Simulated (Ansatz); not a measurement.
# HgOF radical: geometry and frequencies at several levels

One table from this session's results is given with a row withheld; the runs are named, their logs left out.

Program: Ansatz 0.2.0. Level of theory: the levels named in each step. These are calculated values, not measurements.

## The structure to begin with

Bond lengths: O1–Hg2 1.836 Å, Hg2–F3 1.900 Å. Angles: O1–Hg2–F3 128.6°.

As a file:

```xyz
3

O     1.6409    0.7658    0.0118
Hg    0.0322   -0.1190   -0.0029
F    -1.7218    0.6110    0.0203
```

The first run:

Input file input.yaml:

```yaml
crystal:
  periodic: [false, false, false]
  atoms:
    - { symbol: O, position_ang: [1.64093, 0.7658, 0.01178] }
    - { symbol: Hg, position_ang: [0.03219, -0.11895, -0.00286] }
    - { symbol: F, position_ang: [-1.72182, 0.61103, 0.0203] }
magnetization:
  spin_polarized: true
  initial_magnetization: 1
basis:
  gaussian: { orbitals: def2-SVP }
hamiltonian:
  xc: pbe
  dispersion: d4
relax:
  f_tol: 0.03
  max_steps: 200
```

Command:

```bash
> ansatz run input.yaml --threads 2 --pin off --max-ram 5120MiB --backend cpu --events-out ev --progress --plain --runs-dir out
```

Steps of the session up to this table: A rough first relaxation, PBE-D4/def2-SVP; Relaxation, PBE0-D4/def2-TZVPP; Frequencies, PBE0-D4/def2-TZVPP; Relaxation, PBE-D4/def2-TZVPP; Frequencies, PBE-D4/def2-TZVPP; Relaxation, r2SCAN-D4/def2-TZVPP; Frequencies, r2SCAN-D4/def2-TZVPP; Relaxation, B3LYP-D4/def2-TZVPP; Frequencies, B3LYP-D4/def2-TZVPP; Relaxation, B2PLYP/def2-TZVPP.

One table of the session follows, with a row left open; its other results are not shown here.

```
               level  O1–Hg2 (Å)  Hg2–F3 (Å)  rotational constants (MHz)  dipole (D)  highest frequency (cm⁻¹)
  PBE0-D4/def2-TZVPP           ?           ?                           ?           ?                         ?
   PBE-D4/def2-TZVPP      1.9366      1.9450                      3837.2        0.47                       623
r2SCAN-D4/def2-TZVPP      1.9320      1.9275                      3883.1        0.59                       650
 B3LYP-D4/def2-TZVPP      1.9521      1.9409                      3817.6        0.65                       633
   B2PLYP/def2-TZVPP      1.9445      1.9315                      3851.4        0.67                         -
```

**Question.** Estimate the row for PBE0-D4/def2-TZVPP.

**Answer.** O1–Hg2 (Å): 1.9342; Hg2–F3 (Å): 1.9229; rotational constants (MHz): 3889; dipole (D): 0.63; highest frequency (cm⁻¹): 655. In the column «O1–Hg2 (Å)» it lies between r2SCAN-D4/def2-TZVPP (1.9320) and PBE-D4/def2-TZVPP (1.9366).
